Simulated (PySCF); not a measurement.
# BPNH4Cl (SMILES NB(P)Cl): a chain of runs

Aim: a structure relaxation (BPW91/3-21G), then a single-point energy (CCSD(T)/6-311G), then quasiparticle energies (G0W0/6-311++G**) of BPNH4Cl. The job is set up through a Python script.

The calculation is run with PySCF 2.14.0.

1 further run of the same task is left out (for a faulty analytic Hessian).

## (1) The structure to begin with

The species is BPNH4Cl (8 atoms), meant as a singlet with charge 0. As SMILES, `NB(P)Cl`. All atoms were displaced at random from a relaxed shape. The run starts from this shape.

Bond lengths: N1–B2 1.295 Å, B2–P3 1.882 Å, B2–Cl4 1.728 Å, N1–H5 1.068 Å, N1–H6 1.025 Å, P3–H7 1.446 Å, P3–H8 1.568 Å. Angles: N1–B2–P3 121.1°, N1–B2–Cl4 114.6°, P3–B2–Cl4 124.3°, B2–N1–H5 128.6°, B2–N1–H6 130.5°, B2–P3–H7 95.8°, B2–P3–H8 90.3°, H5–N1–H6 98.7°, H7–P3–H8 89.5°.

## (2) A geometry optimisation at BPW91/3-21G (density fitting) (run 1)

File input.py:

```python
# NB(P)Cl
from pyscf import gto, dft
from pyscf import df
from pyscf.geomopt.geometric_solver import kernel as optimise

mol = gto.Mole()
mol.atom = '''
N       -0.172681       1.126894      -0.324223
B       -0.511477      -0.090530      -0.040730
P        0.518510      -1.136538       1.136854
Cl      -1.938292      -0.645608      -0.841167
H        0.595055       1.724711       0.116113
H       -0.695200       1.869773      -0.798828
H        1.802617      -0.689049       0.644216
H        0.540471      -2.305771       0.092942
'''
mol.charge = 0
mol.basis = '3-21g'
mol.max_memory = 1860
mol.verbose = 3
mol.cart = True
mol.build()

mf = dft.RKS(mol, xc='b88,pw91')
mf = mf.density_fit(auxbasis=df.aug_etb(mol, beta=2.0))
converged, mol_eq = optimise(mf, maxsteps=100, convergence_set='GAU_TIGHT')
print('converged:', converged)
print(mol_eq.tostring())

mf.reset(mol_eq)
mol = mol_eq
mf.kernel()
energy = mf.e_tot
print('Final energy', energy)
```

Started as:

```
OMP_NUM_THREADS=1 python input.py
```

Standard output:

```text
convergence_set           GAU_TIGHT
[... 60 lines left out ...]
converged SCF energy = -879.203298444309
[... 146 lines left out ...]
converged SCF energy = -879.236666054009
[... 168 lines left out ...]
converged SCF energy = -879.236668350382
[... 167 lines left out ...]
converged SCF energy = -879.236668501314
[... 167 lines left out ...]
converged SCF energy = -879.236673453134
[... 118 lines left out ...]
Converged! =D
[... 1 line left out ...]
converged: True
N          -0.14327320        1.32108722       -0.27853829
B          -0.48384123       -0.03361010       -0.13789778
P           0.43400897       -1.29708338        1.03878379
[... 4 lines of this table left out ...]
H           0.54401655       -2.37322359        0.07346718
converged SCF energy = -879.236673516825
Final energy -879.2366735168246
```

Run time: 1.8 min. Hardware: 1 thread of Intel Xeon 6975P-C (Granite Rapids), shared host; peak memory 0.54 GiB.

The path in brief:

| step | energy from the first frame kept (eV) | largest force (eV/Å) |
| --- | --- | --- |
| 0 | 0.0000 | 8.9715 |
| 2 | -0.8604 | 0.7658 |
| 4 | -0.9074 | 0.0969 |
| 6 | -0.9079 | 0.0089 |
| 8 | -0.9080 | 0.0158 |
| 10 | -0.9080 | 0.0066 |
| 12 | -0.9080 | 0.0020 |
| 14 | -0.9080 | 0.0015 |
| 16 | -0.9080 | 0.0010 |
| 18 | -0.9080 | 0.0009 |
| 20 | -0.9080 | 0.0010 |
| 22 | -0.9080 | 0.0009 |
| 24 | -0.9080 | 0.0011 |
| 26 | -0.9081 | 0.0020 |
| 28 | -0.9081 | 0.0029 |
| 30 | -0.9082 | 0.0006 |
| 32 | -0.9082 | 0.0005 |
| 34 | -0.9082 | 0.0008 |
| 36 | -0.9082 | 0.0005 |

After the run. Bond lengths: N1–B2 1.404 Å, B2–P3 1.955 Å, B2–Cl4 1.839 Å, N1–H5 1.025 Å, N1–H6 1.027 Å, P3–H7 1.456 Å, P3–H8 1.450 Å. Angles: N1–B2–P3 124.7°, N1–B2–Cl4 117.8°, P3–B2–Cl4 117.2°, B2–N1–H5 122.9°, B2–N1–H6 122.4°, B2–P3–H7 97.9°, B2–P3–H8 96.6°, H5–N1–H6 114.7°, H7–P3–H8 94.6°.

## (3) The energy at CCSD(T)/6-311G (run 3)

File mol.xyz:

```xyz
8

N     -0.143273     1.321087    -0.278538
B     -0.483841    -0.033610    -0.137898
P      0.434009    -1.297083     1.038784
Cl    -2.000551    -0.629819    -0.989471
H      0.682730     1.736078     0.164351
H     -0.710868     1.977081    -0.827415
H      1.792222    -0.815016     0.831572
H      0.544017    -2.373224     0.073467
```

File calc.py:

```python
from pyscf import gto, scf, cc

mol = gto.Mole()
mol.atom = 'mol.xyz'
mol.verbose = 4
mol.spin = 0
mol.basis = '6-311g'
mol.max_memory = 1860
mol.build()

mf = scf.RHF(mol)
mf.kernel()

mycc = cc.CCSD(mf, frozen=12)
mycc.kernel()
e_t = mycc.ccsd_t()
e_final = mycc.e_tot + e_t
print('Final energy', e_final)
dip = mf.dip_moment()
pop, q = mf.mulliken_pop()
```

Started as:

```
OMP_NUM_THREADS=1 python calc.py
```

Standard output:

```text
PySCF version 2.14.0

[... 60 lines left out ...]
converged SCF energy = -881.729721528114
[... 12 lines left out ...]
Init t2, MP2 energy = -882.02141711027  E_corr(MP2) -0.291695582156232
[... 13 lines left out ...]
CCSD converged
[... 2 lines left out ...]
Final energy -882.067356859989
Dipole moment(X, Y, Z, Debye):  2.56130,  2.78041, -0.25995
[... 89 lines left out ...]
charge of    7H =      0.02047
```

Wall time 9 s (1 thread of Intel Xeon 6975P-C (Granite Rapids), shared host); peak memory 0.3 GiB.

## (4) Quasiparticle energies at G0W0/6-311++G(d,p) (density fitting with def2-universal-jkfit) (run 4)

File calc.py:

```python
from pyscf import gto, scf, gw

mol = gto.M(
    atom='''
N     -0.143273     1.321087    -0.278538
B     -0.483841    -0.033610    -0.137898
P      0.434009    -1.297083     1.038784
Cl    -2.000551    -0.629819    -0.989471
H      0.682730     1.736078     0.164351
H     -0.710868     1.977081    -0.827415
H      1.792222    -0.815016     0.831572
H      0.544017    -2.373224     0.073467
''',
    max_memory=1860,
    basis='6-311++g**',
    charge=0,
    verbose=3,
)

mf = scf.RHF(mol)
mf = mf.density_fit(auxbasis='def2-universal-jkfit')
mf.kernel()

energy = mf.e_tot
print('E(%s) = %.9f' % ('G0W0', energy))

nocc = mol.nelec[0]
orbs = list(range(max(0, nocc - 3), min(mol.nao, nocc + 3)))
mygw = gw.GW(mf, freq_int='ac')
mygw.orbs = orbs
mygw.kernel()
print('orbital   mean field (eV)   quasiparticle (eV)')
for p in orbs:
    print('%4d %12.4f %12.4f' % (p + 1, mf.mo_energy[p] * 27.211386, mygw.mo_energy[p] * 27.211386))
```

Started as:

```
OMP_NUM_THREADS=1 python calc.py
```

Standard output:

```text
converged SCF energy = -881.82929385531
E(G0W0) = -881.829293855

WARN: GW QP energies may not be sorted from min to max

orbital   mean field (eV)   quasiparticle (eV)
  22     -12.0011     -11.2428
  23     -11.8324     -11.0381
  24     -10.1196      -9.8181
  25       0.9715       0.7282
  26       1.5620       1.3755
  27       1.7888       1.6121
```

Run time: 6.6 s. Hardware: 1 thread of Intel Xeon 6975P-C (Granite Rapids), shared host; peak memory 0.25 GiB.

## (5) Outcome

| quantity | value |
| --- | --- |
| run 1, BPW91/3-21G: total energy at the end | -879.23667 Eh |
| run 1, BPW91/3-21G: dipole moment | 3.95 D |
| run 1, BPW91/3-21G: HOMO energy | -6.04 eV |
| run 1, BPW91/3-21G: LUMO energy | -0.73 eV |
| run 1, BPW91/3-21G: HOMO–LUMO gap | 5.31 eV |
| run 3, CCSD(T)/6-311G: total energy | -882.06736 Eh |
| run 3, CCSD(T)/6-311G: dipole moment (Hartree–Fock density) | 3.79 D |
| run 3, CCSD(T)/6-311G: HOMO energy (Hartree–Fock orbitals) | -10.18 eV |
| run 3, CCSD(T)/6-311G: LUMO energy (Hartree–Fock orbitals) | 3.06 eV |
| run 3, CCSD(T)/6-311G: HOMO–LUMO gap (Hartree–Fock orbitals) | 13.23 eV |
| run 3, CCSD(T)/6-311G: correlation energy (12 core orbitals frozen) | -337.6 mEh |
| run 3, CCSD(T)/6-311G: (T) correction | -10.40 mEh |
| run 3, CCSD(T)/6-311G: T1 diagnostic | 0.015 |
| run 4, G0W0/6-311++G**: ground-state or mean-field energy | -881.82929 Eh |
| run 4, G0W0/6-311++G**: dipole moment (Hartree–Fock density) | 3.11 D |
| run 4, G0W0/6-311++G**: HOMO energy (Hartree–Fock orbitals) | -10.12 eV |
| run 4, G0W0/6-311++G**: LUMO energy (Hartree–Fock orbitals) | 0.97 eV |
| run 4, G0W0/6-311++G**: HOMO–LUMO gap (Hartree–Fock orbitals) | 11.09 eV |
| run 4, G0W0/6-311++G**: quasiparticle HOMO | -9.82 eV |
| run 4, G0W0/6-311++G**: quasiparticle LUMO | 0.73 eV |

What this shows: The optimisation (run 1, BPW91/3-21G) took 36 steps and changed the energy by -0.908 eV. Mulliken charges (run 1, BPW91/3-21G) run from -0.71 on N1 to +0.33 on H6; they depend strongly on the basis. The triples (run 3, CCSD(T)/6-311G) make up 3.1 % of the correlation energy.
